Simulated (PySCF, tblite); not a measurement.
# C4H7F2O−: a rotation path, then NMR shifts on frames, part 2 of 2

tblite 0.8.0 and PySCF 2.14.0. Atoms count from 0. The steps go on from the part before.

## 5. NMR shieldings: image 4, PBE0/pcSseg-1

What the job is given:

```
{"job": {"kind": "nmr", "xc": "PBE0", "basis": "pcSseg-1", "pop": false}, "charge": -1, "multiplicity": 1}
C      1.795200     0.545900     0.250200
C      0.616700    -0.406200     0.384800
C     -0.491400    -0.184000    -0.639500
F     -0.431800    -1.167200    -1.611500
F     -0.267300     0.967300    -1.384700
C     -1.907600    -0.130000     0.064900
O     -2.028400    -0.934600     1.073900
H      1.468800     1.573400     0.392500
H      2.248000     0.464800    -0.737600
H      2.551600     0.313100     0.999200
H      0.129800    -0.316100     1.360600
H      0.945700    -1.442000     0.285900
H     -2.645700    -0.271300    -0.786200
H     -1.984000     0.986400     0.325200
```

With the program's defaults for keys left out, this is: GIAO PBE0/pcSseg-1 NMR shielding, non-relativistic, gas phase.

The log of the run:

```text
coarse grid: 11944 points
cycle   1  E = -430.7240413039  dE =  7.944e-01  |g| = 1.156e+00  |ddm| = 3.121e+00
cycle   2  E = -428.0493934664  dE =  2.675e+00  |g| = 2.875e+00  |ddm| = 1.482e+01
cycle   3  E = -430.8762753667  dE = -2.827e+00  |g| = 6.971e-01  |ddm| = 1.474e+01
cycle   4  E = -430.9745104324  dE = -9.824e-02  |g| = 1.865e-01  |ddm| = 7.556e-01
cycle   5  E = -430.9821374335  dE = -7.627e-03  |g| = 6.508e-02  |ddm| = 3.836e-01
cycle   6  E = -430.9827734356  dE = -6.360e-04  |g| = 3.004e-02  |ddm| = 9.100e-02
cycle   7  E = -430.9829598682  dE = -1.864e-04  |g| = 2.890e-03  |ddm| = 2.409e-02
cycle   8  E = -430.9829609478  dE = -1.080e-06  |g| = 1.780e-03  |ddm| = 3.907e-03
final grid: 116856 points
cycle   9  E = -431.0490948807  dE = -3.789e-05  |g| = 1.129e-02  |ddm| = 2.510e-02
cycle  10  E = -431.0490636579  dE =  3.122e-05  |g| = 1.748e-02  |ddm| = 2.407e-02
cycle  11  E = -431.0491196300  dE = -5.597e-05  |g| = 1.614e-03  |ddm| = 1.725e-02
cycle  12  E = -431.0491201666  dE = -5.365e-07  |g| = 3.105e-04  |ddm| = 2.515e-03
cycle  13  E = -431.0491201793  dE = -1.268e-08  |g| = 1.561e-04  |ddm| = 4.813e-04
cycle  14  E = -431.0491201829  dE = -3.695e-09  |g| = 2.189e-05  |ddm| = 1.447e-04
cycle  15  E = -431.0491201830  dE = -9.493e-11  |g| = 6.364e-06  |ddm| = 3.594e-05
converged SCF energy = -431.0491201830

GIAO shielding tensors (ppm)
atom      isotropic    diamagn.    paramagn.     s11        s22        s33       span
  0 C      175.812     246.650     -70.838    168.761    175.878    182.796     14.035
  1 C      158.472     248.976     -90.504    140.326    161.441    173.649     33.323
  2 C       46.654     242.892    -196.238     27.108     51.575     61.278     34.170
  3 F      291.488     476.709    -185.221    174.896    328.419    371.148    196.252
  4 F      315.520     477.081    -161.561    210.958    347.576    388.025    177.068
  5 C       93.978     236.870    -142.892     61.219     78.265    142.450     81.231
  6 O      271.970     401.974    -130.004    149.674    305.596    360.640    210.966
  7 H       30.830      30.431       0.399     26.616     29.161     36.714     10.099
  8 H       30.717      30.174       0.543     26.243     29.506     36.401     10.158
  9 H       31.194      29.325       1.868     26.747     28.784     38.050     11.303
 10 H       27.371      30.061      -2.691     21.638     26.746     33.728     12.090
 11 H       30.599      31.572      -0.973     26.156     29.797     35.843      9.688
 12 H       25.404      26.789      -1.385     21.781     25.448     28.985      7.204
 13 H       25.684      27.840      -2.156     20.464     25.459     31.129     10.665
```

It took 19 s on 1 thread of Intel Xeon Platinum 8488C, shared host; peak memory 0.79 GiB.

In short: δ C2 140.3, C5 92.9, C1 28.5, C0 11.1, H12 6.31, H13 6.03 ppm.

## 6. Shielding tensors: image 6, PBE0/pcSseg-1

What the job is given:

```
{"job": {"kind": "nmr", "xc": "PBE0", "basis": "pcSseg-1", "pop": false}, "charge": -1, "multiplicity": 1}
C      1.635700     0.619900     0.364900
C      0.684700    -0.562700     0.263500
C     -0.474600    -0.326900    -0.695400
F     -0.657300    -1.457100    -1.472200
F     -0.166200     0.634100    -1.649200
C     -1.795900     0.053500     0.090100
O     -1.925000    -0.565800     1.223900
H      1.104500     1.498400     0.720900
H      2.071200     0.850300    -0.607700
H      2.443500     0.391500     1.060100
H      0.178600    -0.754600     1.221400
H      1.227000    -1.461000    -0.040500
H     -2.621500    -0.113800    -0.669500
H     -1.705400     1.193700     0.167500
```

With the program's defaults for keys left out, this is: GIAO PBE0/pcSseg-1 NMR shielding, non-relativistic, gas phase.

The log of the run:

```text
coarse grid: 11944 points
cycle   1  E = -430.7282428241  dE =  7.938e-01  |g| = 1.152e+00  |ddm| = 3.116e+00
cycle   2  E = -428.0544919186  dE =  2.674e+00  |g| = 2.896e+00  |ddm| = 1.435e+01
cycle   3  E = -430.8825172745  dE = -2.828e+00  |g| = 6.864e-01  |ddm| = 1.427e+01
cycle   4  E = -430.9779347172  dE = -9.542e-02  |g| = 1.797e-01  |ddm| = 7.418e-01
cycle   5  E = -430.9848108230  dE = -6.876e-03  |g| = 6.331e-02  |ddm| = 3.562e-01
cycle   6  E = -430.9854117842  dE = -6.010e-04  |g| = 2.876e-02  |ddm| = 8.421e-02
cycle   7  E = -430.9855809974  dE = -1.692e-04  |g| = 2.935e-03  |ddm| = 2.286e-02
cycle   8  E = -430.9855823664  dE = -1.369e-06  |g| = 1.501e-03  |ddm| = 3.933e-03
final grid: 116856 points
cycle   9  E = -431.0517595060  dE = -4.111e-05  |g| = 1.071e-02  |ddm| = 2.647e-02
cycle  10  E = -431.0517297065  dE =  2.980e-05  |g| = 1.682e-02  |ddm| = 2.351e-02
cycle  11  E = -431.0517818683  dE = -5.216e-05  |g| = 1.516e-03  |ddm| = 1.690e-02
cycle  12  E = -431.0517823377  dE = -4.694e-07  |g| = 3.136e-04  |ddm| = 2.298e-03
cycle  13  E = -431.0517823517  dE = -1.398e-08  |g| = 1.553e-04  |ddm| = 4.764e-04
cycle  14  E = -431.0517823553  dE = -3.598e-09  |g| = 2.421e-05  |ddm| = 1.441e-04
cycle  15  E = -431.0517823554  dE = -1.151e-10  |g| = 6.512e-06  |ddm| = 3.981e-05
converged SCF energy = -431.0517823554

GIAO shielding tensors (ppm)
atom      isotropic    diamagn.    paramagn.     s11        s22        s33       span
  0 C      176.200     246.704     -70.504    166.891    176.597    185.111     18.221
  1 C      161.707     250.163     -88.457    135.264    171.438    178.419     43.155
  2 C       44.940     243.855    -198.915     28.089     48.730     58.001     29.912
  3 F      285.356     476.039    -190.683    203.363    282.213    370.491    167.128
  4 F      323.928     477.044    -153.116    205.489    353.692    412.602    207.113
  5 C       99.230     237.030    -137.800     66.159     79.730    151.801     85.642
  6 O      260.048     401.496    -141.448    135.828    279.081    365.237    229.409
  7 H       30.840      30.411       0.430     26.503     29.042     36.976     10.473
  8 H       30.729      30.350       0.379     25.940     29.999     36.249     10.309
  9 H       31.360      29.414       1.946     26.918     28.792     38.369     11.451
 10 H       26.337      29.338      -3.001     21.482     24.057     33.474     11.992
 11 H       31.399      31.647      -0.248     26.195     30.809     37.193     10.998
 12 H       25.693      26.793      -1.100     22.144     25.312     29.622      7.478
 13 H       25.788      28.040      -2.252     21.181     25.126     31.057      9.876
```

Run time: 19 s. Hardware: 1 thread of Intel Xeon Platinum 8488C, shared host; peak memory 0.79 GiB.

In short: δ C2 142.0, C5 87.7, C1 25.2, C0 10.7, H12 6.02, H13 5.93 ppm.

## 7. Nuclear shieldings: image 8, PBE0/pcSseg-1

What the job is given:

```
{"job": {"kind": "nmr", "xc": "PBE0", "basis": "pcSseg-1", "pop": false}, "charge": -1, "multiplicity": 1}
C      1.464000     0.627600     0.493700
C      0.752200    -0.671200     0.146300
C     -0.465200    -0.424400    -0.726600
F     -0.840600    -1.628200    -1.299700
F     -0.123200     0.332800    -1.841300
C     -1.662400     0.228200     0.080600
O     -1.690600    -0.096300     1.335600
H      0.777400     1.264000     1.044200
H      1.784300     1.147700    -0.408400
H      2.337900     0.427800     1.113800
H      0.341300    -1.119000     1.055400
H      1.427700    -1.373400    -0.352600
H     -2.580100    -0.060700    -0.527500
H     -1.523400     1.344500    -0.135500
```

Method: GIAO PBE0/pcSseg-1 NMR shielding, non-relativistic, gas phase.

The log of the run:

```text
coarse grid: 11944 points
cycle   1  E = -430.7295041236  dE =  7.923e-01  |g| = 1.156e+00  |ddm| = 3.120e+00
cycle   2  E = -428.3969005047  dE =  2.333e+00  |g| = 2.854e+00  |ddm| = 1.361e+01
cycle   3  E = -430.9045626306  dE = -2.508e+00  |g| = 6.234e-01  |ddm| = 1.348e+01
cycle   4  E = -430.9825882947  dE = -7.803e-02  |g| = 1.665e-01  |ddm| = 7.645e-01
cycle   5  E = -430.9875687021  dE = -4.980e-03  |g| = 5.532e-02  |ddm| = 2.817e-01
cycle   6  E = -430.9880450402  dE = -4.763e-04  |g| = 2.447e-02  |ddm| = 6.978e-02
cycle   7  E = -430.9881689314  dE = -1.239e-04  |g| = 2.923e-03  |ddm| = 1.980e-02
cycle   8  E = -430.9881705861  dE = -1.655e-06  |g| = 1.013e-03  |ddm| = 4.125e-03
final grid: 116856 points
cycle   9  E = -431.0548797686  dE = -4.656e-05  |g| = 1.018e-02  |ddm| = 2.977e-02
cycle  10  E = -431.0548551905  dE =  2.458e-05  |g| = 1.558e-02  |ddm| = 2.176e-02
cycle  11  E = -431.0549002704  dE = -4.508e-05  |g| = 1.445e-03  |ddm| = 1.535e-02
cycle  12  E = -431.0549006801  dE = -4.097e-07  |g| = 3.709e-04  |ddm| = 2.306e-03
cycle  13  E = -431.0549007028  dE = -2.270e-08  |g| = 1.482e-04  |ddm| = 5.917e-04
cycle  14  E = -431.0549007062  dE = -3.331e-09  |g| = 3.028e-05  |ddm| = 1.543e-04
cycle  15  E = -431.0549007063  dE = -1.685e-10  |g| = 5.785e-06  |ddm| = 3.758e-05
converged SCF energy = -431.0549007063

GIAO shielding tensors (ppm)
atom      isotropic    diamagn.    paramagn.     s11        s22        s33       span
  0 C      175.641     247.518     -71.876    166.149    173.514    187.261     21.112
  1 C      157.279     249.235     -91.956    137.593    161.898    172.346     34.753
  2 C       41.955     245.261    -203.306     18.004     52.911     54.948     36.944
  3 F      290.877     475.797    -184.920    211.554    296.202    364.875    153.322
  4 F      326.852     477.105    -150.253    212.721    360.716    407.120    194.399
  5 C       98.037     236.376    -138.339     65.421     77.217    151.472     86.051
  6 O      270.173     402.829    -132.656    155.292    283.912    371.316    216.024
  7 H       29.950      30.044      -0.094     25.078     29.069     35.704     10.626
  8 H       30.896      30.606       0.289     26.063     30.289     36.335     10.272
  9 H       31.425      29.566       1.859     27.080     28.747     38.449     11.368
 10 H       27.628      30.272      -2.644     23.823     26.525     32.536      8.713
 11 H       31.335      31.200       0.135     26.470     30.965     36.570     10.100
 12 H       25.448      26.704      -1.256     21.305     25.110     29.930      8.625
 13 H       25.291      28.007      -2.716     21.461     24.844     29.568      8.107
```

It took 18 s on 1 thread of Intel Xeon Platinum 8488C, shared host; peak memory 0.78 GiB.

This run: δ C2 145.0, C5 88.9, C1 29.6, C0 11.3, H13 6.43, H12 6.27 ppm.

## 8. Side by side: NMR shifts

Shifts (ppm) of some atoms, chosen among heavy atoms and hydrogens apart, with basis size and wall time:

| frame | C5 | C1 | H11 | H10 | F3 | F4 | O6 | functions | time |
| --- | --- | --- | --- | --- | --- | --- | --- | --- | --- |
| image 0 | 91.5 | 28.2 | 4.13 | 0.90 | -148.7 | -151.5 | 69.4 | 154 | 21 s |
| image 2 | 95.1 | 31.4 | 2.34 | 2.30 | -144.0 | -151.1 | 60.3 | 154 | 19 s |
| image 4 | 92.9 | 28.5 | 1.12 | 4.35 | -120.5 | -144.6 | 64.1 | 154 | 19 s |
| image 6 | 87.7 | 25.2 | 0.32 | 5.38 | -114.4 | -153.0 | 76.0 | 154 | 19 s |
| image 8 | 88.9 | 29.6 | 0.38 | 4.09 | -119.9 | -155.9 | 65.9 | 154 | 18 s |

## 9. What came out

What follows sums up all 2 parts.

| quantity | value |
| --- | --- |
| barrier | 0.089 eV (2.1 kcal/mol) at image 4 |
| end to end (GFN2-xTB) | 0.010 eV |
| 13C shifts against TMS (PBE0/pcSseg-1, image 0) | 142.9, 91.5, 28.2, 8.9 ppm |
| 1H shifts against TMS (PBE0/pcSseg-1, image 0) | 6.43, 6.14, 4.13, 1.00, 0.90, 0.87, 0.42 ppm |
| 19F shifts against CFCl3 (PBE0/pcSseg-1, image 0) | -148.7, -151.5 ppm |
| 17O shifts against H2O (PBE0/pcSseg-1, image 0) | 69.4 ppm |
| range of the shift of F3 | -148.7 to -114.4 ppm |

What this shows: Along the band the dihedral turns by 123°, and the top (dihedral -8°) lies 2.1 kcal/mol above the start (GFN2-xTB, rough), so at room temperature this motion is fast. Ends this close can change order at a higher level. The top was not checked by a frequency run. Shifts at one fixed geometry are not the observed spectrum, which averages over the motion. In the first frame run (image 0): The widest tensor belongs to F4: span 249 ppm, with a paramagnetic part of -155 ppm. Across the 5 runs the shift of F3 moves most, between -148.7 (image 0) and -114.4 ppm (image 6). At PBE0/pcSseg-1 the HOMO lies above zero (+0.35 eV), as often for anions in the gas phase: self-interaction error lifts it, or the electron is held by the finite basis alone; counter-ions and solvent are missing.
